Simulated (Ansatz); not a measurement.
**CH4BFOSi (SMILES O=CB[SiH2]F): HF/3-21G**

What is the energy change on altering one bond length of CH4BFOSi at HF/3-21G? 

The calculation is run with Ansatz 0.2.0.

152 further runs of the same task are left out: 152 set aside as unsound or not needed.

### Step 1. The structure to begin with

The species is CH4BFOSi (9 atoms), meant as a singlet with charge 0. SMILES: `O=CB[SiH2]F`. Geometry: relaxed at PBE0-D4/def2-TZVP. This is one conformer, not always the lowest.

Bond lengths: O1–C2 1.227 Å, C2–B3 1.522 Å, B3–Si4 2.001 Å, Si4–F5 1.610 Å, C2–H6 1.099 Å, B3–H7 1.195 Å, Si4–H8 1.489 Å, Si4–H9 1.486 Å. Some angles: O1–C2–B3 90.0°, C2–B3–Si4 120.9°, B3–Si4–F5 110.9°, O1–C2–H6 122.9°, B3–C2–H6 147.1°, C2–B3–H7 117.0°, Si4–B3–H7 122.0°, B3–Si4–H8 109.8°, B3–Si4–H9 112.6°, F5–Si4–H8 107.4°.

### Step 2. The energy at HF/3-21G

Input file job.yaml:

```yaml
basis:
  gaussian:
    orbitals: 3-21G.json
crystal:
  periodic: [false, false, false]
  atoms:
    - symbol: O
      position_ang: [-0.789500, 0.780400, 1.703800]
    - symbol: C
      position_ang: [-0.128300, 1.442100, 0.910400]
    - symbol: B
      position_ang: [0.628100, 0.188700, 0.495800]
    - symbol: Si
      position_ang: [-0.077200, -1.007600, -0.945000]
    - symbol: F
      position_ang: [-1.360800, -0.349200, -1.659700]
    - symbol: H
      position_ang: [-0.262400, 2.525000, 0.778500]
    - symbol: H
      position_ang: [1.608700, -0.084900, 1.121700]
    - symbol: H
      position_ang: [0.964000, -1.202600, -1.991900]
    - symbol: H
      position_ang: [-0.494200, -2.338100, -0.430900]
accuracy: high
output:
  orbitals: {seedname: orbitals}
hamiltonian:
  xc: hf
```

The basis set 3-21G is read from a file made from the Basis Set Exchange's data (not shown).

On the command line:

```bash
$ ansatz run job.yaml --threads 1 --pin off --max-ram 3480MiB --events-out events.jsonl --progress --plain --runs-dir runs
```

Standard output:

```text
Warning: RAYON_NUM_THREADS=1 ignored (pool sized by the plan → 1); use --threads N
Functional definition: HF
  name "HF"
  exchange = exact_x
  correlation = 0
1326 factors; integrals over basis functions are off by at most 1.2e-8 eV
mean field evaluation 1: about -14289.4124 eV, gradient 3.5e1 eV
mean field evaluation 2: about -14289.7697 eV, gradient 3.6e1 eV
mean field evaluation 4: about -14292.7025 eV, gradient 4.1e0 eV
mean field evaluation 8: about -14292.7831 eV, gradient 5.6e-1 eV
mean field evaluation 16: about -14292.7872 eV, gradient 2.4e-8 eV
mean field -14292.78721158 eV, -525.2502420265 hartree, gradient 1.6e-8 eV, S^2 0.000000; 0 other end points of the search recorded, 0 dependent functions left out
reference -14292.78721158 eV, -525.2502420265 hartree; 23, 23 occupied and 34, 34 virtual orbitals, 1326 factors
Total energy: -14292.78721158 eV, -525.2502420265 hartree
```

Wall time 0.78 s (1 thread of Arm Neoverse V2, shared host); peak memory 0.13 GiB.

### Step 3. The distorted shape at the same level

Input file job.yaml:

```yaml
crystal:
  periodic: [false, false, false]
  atoms:
    - {symbol: O, position_ang: [-0.596987, 0.681654, 1.810990]}
    - {symbol: C, position_ang: [0.064213, 1.343354, 1.017590]}
    - {symbol: B, position_ang: [0.820613, 0.089954, 0.602990]}
    - {symbol: Si, position_ang: [0.115313, -1.106346, -0.837810]}
    - {symbol: F, position_ang: [-1.360800, -0.349200, -1.659700]}
    - {symbol: H, position_ang: [-0.069887, 2.426254, 0.885690]}
    - {symbol: H, position_ang: [1.801213, -0.183646, 1.228890]}
    - {symbol: H, position_ang: [1.156513, -1.301346, -1.884710]}
    - {symbol: H, position_ang: [-0.301687, -2.436846, -0.323710]}
basis:
  gaussian:
    orbitals: 3-21G.json
magnetization:
  spin_polarized: false
  initial_magnetization: 0
hamiltonian:
  xc: hf
accuracy: high
output:
  orbitals: {seedname: orbitals}
```

The basis set 3-21G is read from a file made from the Basis Set Exchange's data (not shown).

On the command line:

```bash
$ ansatz run job.yaml --threads 1 --pin off --max-ram 3480MiB --events-out events.jsonl --progress --plain --runs-dir runs
```

Standard output:

```text
Warning: RAYON_NUM_THREADS=1 ignored (pool sized by the plan → 1); use --threads N
[... 4 set-up lines as earlier in the session ...]
1314 factors; integrals over basis functions are off by at most 5.3e-9 eV
mean field evaluation 1: about -14288.3847 eV, gradient 3.8e1 eV
mean field evaluation 2: about -14288.7157 eV, gradient 3.8e1 eV
mean field evaluation 4: about -14292.1429 eV, gradient 4.0e0 eV
mean field evaluation 8: about -14292.2283 eV, gradient 5.9e-1 eV
mean field evaluation 16: about -14292.2327 eV, gradient 2.6e-8 eV
mean field -14292.23266111 eV, -525.2298626725 hartree, gradient 1.7e-8 eV, S^2 0.000000; 0 other end points of the search recorded, 0 dependent functions left out
reference -14292.23266111 eV, -525.2298626725 hartree; 23, 23 occupied and 34, 34 virtual orbitals, 1314 factors
Total energy: -14292.23266111 eV, -525.2298626725 hartree
```

Run time: 0.76 s. Hardware: 1 thread of Arm Neoverse V2, shared host; peak memory 0.13 GiB.

### Step 4. Outcome

At HF/3-21G:

```
                                                          quantity          value
                                         first shape: total energy  -525.25024 Eh
                                          first shape: HOMO energy      -11.39 eV
                                          first shape: LUMO energy        2.54 eV
                                        first shape: HOMO–LUMO gap       13.93 eV
                                     distorted shape: total energy  -525.22986 Eh
                                      distorted shape: HOMO energy      -11.60 eV
                                      distorted shape: LUMO energy        2.36 eV
                                    distorted shape: HOMO–LUMO gap       13.96 eV
energy change with the Si4–F5 bond stretched from 1.610 to 1.851 Å       0.555 eV
```

**Reading.** With the Si4–F5 bond stretched from 1.610 to 1.851 Å the energy rises by 0.55 eV (12.8 kcal/mol). The first shape isn't relaxed at this level, so the change isn't measured from a minimum.
